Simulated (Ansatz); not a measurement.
# BGe2+ (triplet): the correlation ladder, cc-pVDZ

An exercise on one series of results from a longer session: the logs are not shown, and one member is left open.

Program: Ansatz 0.2.0, Gaussian basis. Level of theory: cc-pVDZ, core rule «outside noble gas», up to 29 orbitals frozen. These are calculated values, not measurements.

To be run: UHF; CCSD(T) on ROHF; CCSD(T) on UHF; BCCD(T) on ROHF; CISD as a restricted active space (open shells left free, so some higher excitations enter); CCSDT(Q) on ROHF.

25 further runs of the same task are left out: 1 for a known fault of the program, 14 that didn't finish, 10 set aside as unsound or not needed. Runs told in other sessions of the task aren't counted.

## The system

The geometry is a PBE0/def2-TZVP stationary point (not a proven minimum) of the parent state, kept for this charge and spin. No spin-orbit coupling is included. The filled d shell of Ge may be among the frozen orbitals whatever the setting's name suggests.

3 atoms, charge 1, spin multiplicity 3.

Atoms are counted from 1 here; the program's logs count them from 0.

Bond lengths: Ge1–B2 2.025 Å, B2–Ge3 2.025 Å. Angles: Ge1–B2–Ge3 180.0°.

Set-up of the first run:

Contents of in.yaml:

```yaml
crystal:
  periodic: [false, false, false]
  atoms:
    - {symbol: Ge, position_ang: [0.000000, 0.000000, 2.025400]}
    - {symbol: B, position_ang: [0.000000, 0.000000, 0.000000]}
    - {symbol: Ge, position_ang: [0.000000, 0.000000, -2.025400]}
basis:
  gaussian: {orbitals: cc-pVDZ}
total_charge: 1
magnetization: {spin_polarized: true, initial_magnetization: 2}
hamiltonian: {xc: hf}
output: {orbitals: {seedname: orbitals}}
```

On the command line:

```
ansatz run in.yaml --threads 1 --pin off --events-out ev --progress --plain --max-ram 2393MiB
```

Steps of the session up to this table: UHF; CCSD(T) on ROHF; CCSD(T) on UHF; BCCD(T) on ROHF; CISD as a restricted active space (open shells left free, so some higher excitations enter); CCSDT(Q) on ROHF.

One of the session's tables, all rows but one given; the rest of the session is left out.

```
   method  from RCCSDT(Q) (kJ/mol)
     ROHF                   +578.0
      UHF                   +568.2
     RMP2                        ?
     UMP2                   +139.0
     CISD                    +83.6
    RCCSD                    +32.7
    UCCSD                    +32.4
 RCCSD(T)                     +8.1
 UCCSD(T)                     +8.1
  BCCD(T)                     +7.8
   RCCSDT                     +2.2
RCCSDT(Q)                        0
```

**Question.** Estimate the row for RMP2.

**Answer.** from RCCSDT(Q) (kJ/mol): +137.4. In the column «from RCCSDT(Q) (kJ/mol)» it lies between CISD (+83.6) and UMP2 (+139.0).

Caveats from the session: Restricted and unrestricted rows rest on different reference determinants; a gap between their highest levels can come from leftover correlation error, from unlike frozen cores or from another state.
